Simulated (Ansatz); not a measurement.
# ZnAg: one contact scaled

One table from this session's results is given with a row withheld; the runs are named, their logs left out.

Method: DFT PBEsol, with the methods named in each step, in Ansatz 0.2.0.

## The structure to begin with

It takes space group Pm-3m (No. 221, cubic). Conventional cell: a = 3.156 Å, b = 3.156 Å, c = 3.156 Å, α = 90.00°, β = 90.00°, γ = 90.00°. Zn (site symmetry m-3m) has 8 Ag at 2.73 Å in its first shell of neighbours. Around Ag (site symmetry m-3m) lie 8 Zn at 2.73 Å.

Structure file:

```cif
data_structure
_symmetry_space_group_name_H-M 'P 1'
_symmetry_Int_Tables_number 1
_cell_length_a 3.1560
_cell_length_b 3.1560
_cell_length_c 3.1560
_cell_angle_alpha 90.000
_cell_angle_beta 90.000
_cell_angle_gamma 90.000
_cell_volume 31.43
loop_
_atom_site_label
_atom_site_type_symbol
_atom_site_fract_x
_atom_site_fract_y
_atom_site_fract_z
_atom_site_occupancy
Zn1 Zn 0.50000 0.50000 0.50000 1
Ag1 Ag 0.00000 0.00000 0.00000 1
```

Atoms are numbered in the order of the input: Zn1, Ag2.

The first run:

input.yaml

```yaml
crystal:
  lattice:
    - [3.156, 0.0, 0.0]
    - [0.0, 3.156, 0.0]
    - [0.0, 0.0, 3.156]
  atoms:
    - { symbol: Zn, position: [0.5, 0.5, 0.5] }
    - { symbol: Ag, position: [0.0, 0.0, 0.0] }
kpoints:
  mp_grid: { grid: [10, 10, 10] }
scf:
  occupations: { method: fermi_dirac, width: 0.05 }
hamiltonian:
  xc: pbesol
  pseudopotentials: { kind: all_electron, lapw: { basis_error: 0.001 } }
output:
  forces: true
  stress: true
  eigenvalues: true
  populations: true
```

On the command line:

```bash
$ ansatz run input.yaml --threads 1 --pin off --max-ram 2048MiB --backend cpu --events-out ev --progress --plain --runs-dir out
```

Steps of the session up to this table: The bond as given, LAPW; Shortest bond scaled by 1, crystal datasets; Shortest bond scaled by 0.88, LAPW; Shortest bond scaled by 0.82, LAPW; Shortest bond scaled by 0.76, LAPW; Shortest bond scaled by 0.58, LAPW; Shortest bond scaled by 0.58, crystal datasets.

One table of the session follows, with a row left open; its other results are not shown here.

```
              method  length (Å)  force along the bond (eV/Å)  pressure (GPa)  largest force (eV/Å)
                LAPW       1.585                       51.360          141.59                51.360
                LAPW       2.077                        6.382           20.03                 6.382
                LAPW       2.241                        3.108            7.81                 3.108
                LAPW       2.405                        1.445            0.88                 1.445
                LAPW       2.733                        0.000           -3.85                 0.000
                 PAW       1.585                       49.306          136.00                49.306
                 PAW       2.077                        6.398           20.08                 6.398
                 PAW       2.241                        3.111            7.82                 3.111
                 PAW       2.405                            ?               ?                     ?
                 PAW       2.733                        0.000           -3.85                 0.000
PAW (level accurate)       1.585                       50.008          137.92                50.008
    crystal datasets       1.585                       51.361          141.59                51.361
    crystal datasets       2.733                        0.000           -3.85                 0.000
```

Q: Estimate the row for PAW, 2.405 from the others.

**Answer.** force along the bond (eV/Å): 1.446; pressure (GPa): 0.88; largest force (eV/Å): 1.446. In the column «force along the bond (eV/Å)» it lies between LAPW, 2.405 (1.445) and LAPW, 2.241 (3.108).

To keep in mind: Rows by PAW come from runs of the same series that aren't printed here. Warnings in the runs' records: crystal datasets made, gradients without spin orbit.
